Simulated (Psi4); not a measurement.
**FNO-CCSD/LANL2DZ (core potential, Cartesian functions, occ tolerance 3e-05) run of CH3InO (In(CO)H3)**

Aim: the energy change on altering one bond length of CH3InO (In(CO)H3) at FNO-CCSD/LANL2DZ (core potential, Cartesian functions, occ tolerance 3e-05), from 2 runs. The job is set up through a Python script.

Program for the calculation: Psi4 1.11.

1 further run of the same task is left out (it didn't finish).

### Step 1. The structure to begin with

CH3InO: 6 atoms, total charge 0, spin state singlet. As SMILES, `[H][In]([H])([H])<-[C-]#[O+]`. The shape comes from GFN1-xTB, which is rough for such elements, and wasn't checked as a minimum.

Bond lengths: In1–C2 2.441 Å, C2–O3 1.120 Å, In1–H4 1.701 Å, In1–H5 1.700 Å, In1–H6 1.701 Å. Angles: In1–C2–O3 178.1°, C2–In1–H4 93.1°, C2–In1–H5 94.1°, C2–In1–H6 93.2°, H4–In1–H5 119.8°, H4–In1–H6 119.5°, H5–In1–H6 119.7°.

### Step 2. The energy at FNO-CCSD/LANL2DZ (core potential, Cartesian functions, occ tolerance 3e-05)

The input, calc.py:

```python
import psi4

psi4.set_memory('1600 MB')
psi4.set_num_threads(1)
psi4.core.set_output_file('run.log', False)

molecule = psi4.geometry("""
0 1
In    -0.02687191    -0.00162516    -1.79370914
C      0.02161847     0.03297572     2.81932020
O      0.08518885    -0.00888171     4.93445286
H      3.18176967     0.00128501    -2.00067195
H     -1.64228539     2.76618110    -2.02650450
H     -1.61941970    -2.78995386    -1.93288747
units bohr
symmetry c1
""")

psi4.set_options({
    'basis': 'LANL2DZ',
    'scf_type': 'pk',
    'num_frozen_docc': 0,
    'occ_tolerance': 3e-05,
})

energy_value = psi4.energy("fno-ccsd", molecule=molecule)
print(f'fno-ccsd energy: {energy_value:.10f} Eh')
```

Command:

```sh
$ python calc.py
```

run.log:

```text
[...]
    !!!  WARNING: ECP capability is in beta. Please check occupations closely.  !!!
[...]
  Running in c1 symmetry.
[...]
  Nuclear repulsion =   39.747835622810150
[...]
  Multiplicity = 1
[...]
  Nalpha       = 10
  Nbeta        = 10
[...]
    Number of basis functions: 32
[...]
   @RHF iter   1:  -116.12028292723677   -1.12716e+00   8.82539e-03 DIIS/ADIIS
[...]
   @RHF iter  10:  -116.16873965611475   -1.40687e-12   8.42600e-09 DIIS
[...]
    Orbital Energies [Eh]
    ---------------------
    Doubly Occupied:
       1A    -20.739279     2A    -11.461204     3A     -1.620822
       4A     -0.851003     5A     -0.701609     6A     -0.701603
       7A     -0.676676     8A     -0.516583     9A     -0.401244
      10A     -0.401076
[...]
  @RHF Final Energy:  -116.16873965611475
   => Energetics <=
    Nuclear Repulsion Energy =             39.7478356228101504
    One-Electron Energy =                -235.6909502552090885
    Two-Electron Energy =                  79.7743749762841787
    Total Energy =                       -116.1687396561147523
[...]
 Multipole Moments:
 ------------------------------------------------------------------------------------
     Multipole            Electronic (a.u.)      Nuclear  (a.u.)        Total (a.u.)
 ------------------------------------------------------------------------------------
 L = 1.  Multiply by 2.5417464519 to convert [e a0] to [Debye]
 Dipole X            :         -0.8634821            0.8625967           -0.0008855
 Dipole Y            :         -0.0774107            0.0933731            0.0159624
 Dipole Z            :        -58.0789662           58.6675814            0.5886151
 Magnitude           :                                                    0.5888322
[...]
      * MP2 total energy:                   -116.419313668180
[...]
      * MP2 total energy:                   -116.419313668180
[...]
      * MP3 total energy:                   -116.412017387740
[...]
      * CCSD total energy:                  -116.430966933620
[...]
```

On the terminal:

```text
fno-ccsd energy: -116.4309669336 Eh
```

Wall time 1.6 s (1 thread of Intel Xeon 6975P-C (Granite Rapids), shared host); peak memory 0.19 GiB.

### Step 3. The distorted shape

The input, calc.py:

```python
import psi4

psi4.set_memory(1600000000)
psi4.set_num_threads(1)
psi4.core.set_output_file('ch3ino.out', False)

molecule = psi4.geometry("""
In    -0.024484    -0.008184    -1.925595
C      0.011440     0.017450     1.491920
O      0.045080    -0.004700     2.611200
H      1.673456    -0.006644    -2.035115
H     -0.879324     1.456476    -2.048785
H     -0.867224    -1.483704    -1.999245
symmetry c1
""")

psi4.set_options({
    'basis': 'LANL2DZ',
    'scf_type': 'pk',
    'num_frozen_docc': 0,
    'occ_tolerance': 3e-05,
})

E = psi4.energy("fno-ccsd", molecule=molecule)
print(f'fno-ccsd energy: {E:.10f} Eh')
for k, v in sorted(psi4.core.scalar_variables().items()):
    print(f'{k:45s} {v:18.10f}')
```

Command:

```sh
$ python calc.py
```

ch3ino.out:

```text
[...]
    !!!  WARNING: ECP capability is in beta. Please check occupations closely.  !!!
[...]
  Running in c1 symmetry.
[...]
  Nuclear repulsion =   36.613045827469548
[...]
  Multiplicity = 1
[...]
  Nalpha       = 10
  Nbeta        = 10
[...]
    Number of basis functions: 32
[...]
   @RHF iter   1:  -116.12484464957879   -1.25673e+00   8.71688e-03 DIIS/ADIIS
[...]
   @RHF iter  10:  -116.16705923641366   -2.13163e-13   3.40125e-09 DIIS
[...]
    Orbital Energies [Eh]
    ---------------------
    Doubly Occupied:
       1A    -20.707762     2A    -11.432876     3A     -1.594392
       4A     -0.822513     5A     -0.674805     6A     -0.674804
       7A     -0.594270     8A     -0.549468     9A     -0.405628
      10A     -0.405328
[...]
  @RHF Final Energy:  -116.16705923641366
   => Energetics <=
    Nuclear Repulsion Energy =             36.6130458274695485
    One-Electron Energy =                -229.8365186063678607
    Two-Electron Energy =                  77.0564135424846626
    Total Energy =                       -116.1670592364136638
[...]
 Multipole Moments:
 ------------------------------------------------------------------------------------
     Multipole            Electronic (a.u.)      Nuclear  (a.u.)        Total (a.u.)
 ------------------------------------------------------------------------------------
 L = 1.  Multiply by 2.5417464519 to convert [e a0] to [Debye]
 Dipole X            :         -1.0631740            1.0597204           -0.0034536
 Dipole Y            :         -0.2218279            0.2340332            0.0122054
 Dipole Z            :        -77.1607230           77.4197882            0.2590652
 Magnitude           :                                                    0.2593756
[...]
      * MP2 total energy:                   -116.412436727900
[...]
      * MP2 total energy:                   -116.412436727900
[...]
      * MP3 total energy:                   -116.406672235594
[...]
      * CCSD total energy:                  -116.425373911586
[...]
```

Wall time 1.6 s (1 thread of Intel Xeon 6975P-C (Granite Rapids), shared host); peak memory 0.19 GiB.

### Step 4. Results

Level: FNO-CCSD/LANL2DZ (core potential, Cartesian functions, occ tolerance 3e-05).

| quantity | value |
| --- | --- |
| first shape: total energy | -116.43097 Eh |
| first shape: HOMO energy (Hartree–Fock orbitals) | -10.91 eV |
| first shape: LUMO energy (Hartree–Fock orbitals) | 1.92 eV |
| first shape: HOMO–LUMO gap (Hartree–Fock orbitals) | 12.84 eV |
| first shape: correlation energy | -262.2 mEh |
| first shape: T1 diagnostic | 0.017 |
| distorted shape: total energy | -116.42537 Eh |
| distorted shape: HOMO energy (Hartree–Fock orbitals) | -11.03 eV |
| distorted shape: LUMO energy (Hartree–Fock orbitals) | 1.41 eV |
| distorted shape: HOMO–LUMO gap (Hartree–Fock orbitals) | 12.44 eV |
| distorted shape: correlation energy | -258.3 mEh |
| distorted shape: T1 diagnostic | 0.016 |
| energy change with the In1–C2 bond stretched from 2.441 to 3.418 Å | 0.152 eV |

**Reading.** With the In1–C2 bond stretched from 2.441 to 3.418 Å the energy rises by 0.15 eV (3.5 kcal/mol). The first shape isn't relaxed at this level, so the change isn't measured from a minimum.
